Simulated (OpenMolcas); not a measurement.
**SnH3F (SMILES [F][SnH3]): levels of theory compared**

Wanted: a comparison of 4 runs (HF/3-21G, SVWN5/def2-SVP, MP2/STO-3G, CCSD/ANO-R0) of SnH3F. 

The results are computed with OpenMolcas 26.06.

2 further runs of the same task are left out: 2 set aside as unsound or not needed.

**1. Starting point**

SnH3F: 5 atoms, total charge 0, spin state singlet. SMILES: `[F][SnH3]`. The coordinates come from a PBE0-D4/def2-TZVP relaxation.

Bond lengths: F1–Sn2 1.926 Å, Sn2–H3 1.701 Å, Sn2–H4 1.701 Å, Sn2–H5 1.701 Å. Angles: F1–Sn2–H3 104.7°, F1–Sn2–H4 104.7°, F1–Sn2–H5 104.7°, H3–Sn2–H4 113.8°, H3–Sn2–H5 113.8°, H4–Sn2–H5 113.8°.

**2. Energy and forces at HF/3-21G (run 1)**

File mol.inp:

```
&GATEWAY
 BasLib=$CurrDir
 Coord
 5
 angstrom
 F       -1.285000       0.718300       1.005000
 Sn       0.100400      -0.065900      -0.079000
 H       -0.528400      -0.054800      -1.659100
 H        0.318900      -1.626500       0.560600
 H        1.444100       0.955200       0.131000
 Basis=3-21G
 Group=NoSym

&SEWARD

&SCF
 Thresholds=1e-10 1e-07 1e-07 1e-05
 PrOrbitals=0

&ALASKA
```

The basis set 3-21G is read from a file made from the Basis Set Exchange's data (not shown).

The run is started by

```sh
$ export MOLCAS_MEM=1860
$ pymolcas mol.inp > mol.log
```

Standard output:

```text
--- Start Module: gateway ---
[...]
--- Stop Module: gateway /rc=_RC_ALL_IS_WELL_ ---
[...]
      Basis functions           46
[...]
--- Start Module: scf ---
[...]
       Convergence after  10 Iterations
[...]
::    Total SCF energy                              -6096.9185619382
[...]
      Total spin, S                                     0.0000000000
[...]
      Total electronic charge=   62.000000
      Total            charge=   -0.000000
[...]
      Dipole Moment (debye):
      Origin of the operator (angstrom)=   -0.0784    0.0353    0.0609
                   X=  2.1324E+00               Y= -1.2069E+00               Z= -1.6682E+00           Total=  2.9642E+00
      Quadrupole Moment (debye*angstrom):
[...]
--- Stop Module: scf /rc=_RC_ALL_IS_WELL_ ---
--- Start Module: alaska ---
[...]
 *              Molecular gradients               *
 **************************************************
  Irreducible representation: a
 ------------------------------------------------------------------------------------------
                              X                       Y                       Z
 ------------------------------------------------------------------------------------------
  F1               -9.72146988780764E-03    5.50235498853979E-03    7.60268009790366E-03
  SN2               2.14460595850241E-02   -1.21366560986278E-02   -1.67800396575224E-02
  H3                4.57848132142669E-04    1.34284752443395E-03    9.27161949352673E-03
  H4               -3.47879666675843E-03    8.63806783146970E-03   -1.04433150811190E-03
  H5               -8.70364116255740E-03   -3.34661424579341E-03    9.50071574157940E-04
 ------------------------------------------------------------------------------------------
--- Stop Module: alaska /rc=_RC_ALL_IS_WELL_ ---
[...]
```

It took 2.1 s on 1 thread of Arm Neoverse V2, shared host; peak memory 0.38 GiB.

**3. Energy and forces at SVWN5/def2-SVP (core potential) (run 2)**

File coord.xyz:

```xyz
5

F     -1.285000     0.718300     1.005000
Sn     0.100400    -0.065900    -0.079000
H     -0.528400    -0.054800    -1.659100
H      0.318900    -1.626500     0.560600
H      1.444100     0.955200     0.131000
```

File test.input:

```
* FH3Sn Kohn-Sham DFT

&gateway
  baslib=$CurrDir
  coord=coord.xyz
  basis=def2-SVP
  group=NoSym

&seward
  gridinput
  Grid=UltraFine
  End of Grid

&scf
  ksdft=SVWN5
  thresholds=1e-10 1e-07 1e-07 1e-05
  prorbitals=1 2

&alaska
```

The basis set def2-SVP is read from a file made from the Basis Set Exchange's data (not shown).

The run is started by

```sh
$ export MOLCAS_MEM=1860
$ pymolcas test.input > test.log
```

Standard output:

```text
--- Start Module: gateway ---
[...]
--- Stop Module: gateway /rc=_RC_ALL_IS_WELL_ ---
[...]
      Basis functions           55
[...]
--- Start Module: scf ---
[...]
       Convergence after  15 Iterations
[...]
::    Total KS-DFT energy                            -314.8483780228
[...]
      Total spin, S                                     0.0000000000
[...]
      Total electronic charge=   34.000000
      Total            charge=   -0.000000
[...]
      Dipole Moment (debye):
      Origin of the operator (angstrom)=   -0.0784    0.0353    0.0609
                   X=  1.8201E+00               Y= -1.0302E+00               Z= -1.4240E+00           Total=  2.5302E+00
      Quadrupole Moment (debye*angstrom):
[...]
--- Stop Module: scf /rc=_RC_ALL_IS_WELL_ ---
[...]
--- Start Module: alaska ---
[...]
 *              Molecular gradients               *
 **************************************************
  Irreducible representation: a
 ------------------------------------------------------------------------------------------
                              X                       Y                       Z
 ------------------------------------------------------------------------------------------
  F1                4.60594873405107E-03   -2.60758460085331E-03   -3.60630493181979E-03
  SN2              -2.06731922258996E-03    1.18944242910235E-03    1.61078479145171E-03
  H3                1.16415459273789E-03    7.61076962184359E-05    3.52098569126991E-03
  H4               -6.54128876125371E-04    3.42398362369023E-03   -1.23032144351143E-03
  H5               -3.04865522811371E-03   -2.08194914818138E-03   -2.95144107385681E-04
 ------------------------------------------------------------------------------------------
--- Stop Module: alaska /rc=_RC_ALL_IS_WELL_ ---
[...]
```

It took 7.5 s on 1 thread of Arm Neoverse V2, shared host; peak memory 0.39 GiB.

Run 3 isn't shown in full; the table further down has it.

**4. The energy at CCSD/ANO-R0 (sfX2C, RICD fitting) (run 4)**

File mol.input:

```
&GATEWAY
 Coord
 5
 angstrom
 F       -1.285000       0.718300       1.005000
 Sn       0.100400      -0.065900      -0.079000
 H       -0.528400      -0.054800      -1.659100
 H        0.318900      -1.626500       0.560600
 H        1.444100       0.955200       0.131000
 Basis=ANO-R0
 Group=NoSym
 RICD
 aCD

&SEWARD

&SCF
 Iterations=56
 Core
 PrOrbitals=0

&CHCC
 Frozen=19
```

The run is started by

```sh
$ export MOLCAS_MEM=1860
$ pymolcas mol.input > mol.log
```

Standard output:

```text
--- Start Module: gateway ---
[...]
--- Stop Module: gateway /rc=_RC_ALL_IS_WELL_ ---
[...]
      Basis functions           35
[...]
--- Start Module: scf ---
[...]
       Convergence after  13 Iterations
[...]
::    Total SCF energy                              -6274.6874472856
[...]
      Total spin, S                                     0.0000000000
[...]
      Total electronic charge=   62.000000
      Total            charge=   -0.000000
[...]
      Dipole Moment (debye):
      Origin of the operator (angstrom)=   -0.0784    0.0353    0.0609
                   X= -3.5993E-01               Y=  2.0383E-01               Z=  2.8199E-01           Total=  5.0062E-01
      Quadrupole Moment (debye*angstrom):
[...]
--- Stop Module: scf /rc=_RC_ALL_IS_WELL_ ---
--- Start Module: chcc ---
[...]
--- Stop Module: chcc /rc=_RC_ALL_IS_WELL_ ---
[...]
```

It took 4.8 s on 1 thread of Arm Neoverse V2, shared host.

**5. The series**

| run | level | integration grid | task | energy (Eh) | dipole moment (D) of the reference | HOMO energy (eV) | LUMO energy (eV) | wall time |
| --- | --- | --- | --- | --- | --- | --- | --- | --- |
| 1 | HF/3-21G | – | gradient | -6096.918562 | 2.96 | -12.51 | 2.84 | 2.1 s |
| 2 | SVWN5/def2-SVP (core potential) | UltraFine | gradient | -314.848378 | 2.53 | -7.66 | -1.53 | 7.5 s |
| 3 | MP2/STO-3G | – | energy | -6063.126140 | 1.73 | -9.59 | 10.51 | 1.6 s |
| 4 | CCSD/ANO-R0 (sfX2C, RICD fitting) | – | energy | -6274.762741 | 0.50 | -13.00 | 1.23 | 4.8 s |

**6. Outcome**

```
                                           quantity           value
                                run 4: total energy  -6274.76274 Eh
          run 4: dipole moment (mean-field density)          0.50 D
         run 4: HOMO energy (Hartree–Fock orbitals)       -13.00 eV
         run 4: LUMO energy (Hartree–Fock orbitals)         1.23 eV
       run 4: HOMO–LUMO gap (Hartree–Fock orbitals)        14.23 eV
run 4: correlation energy (19 core orbitals frozen)       -75.3 mEh
```

What this shows: Some runs of one species differ in core potentials or relativity; totals across that change don't compare. In runs 3, 4 the basis is minimal, so the values are rough. In runs 1, 3 relativity is left out where basis or elements ask for it. All runs together took 16 s, the longest 7.5 s.
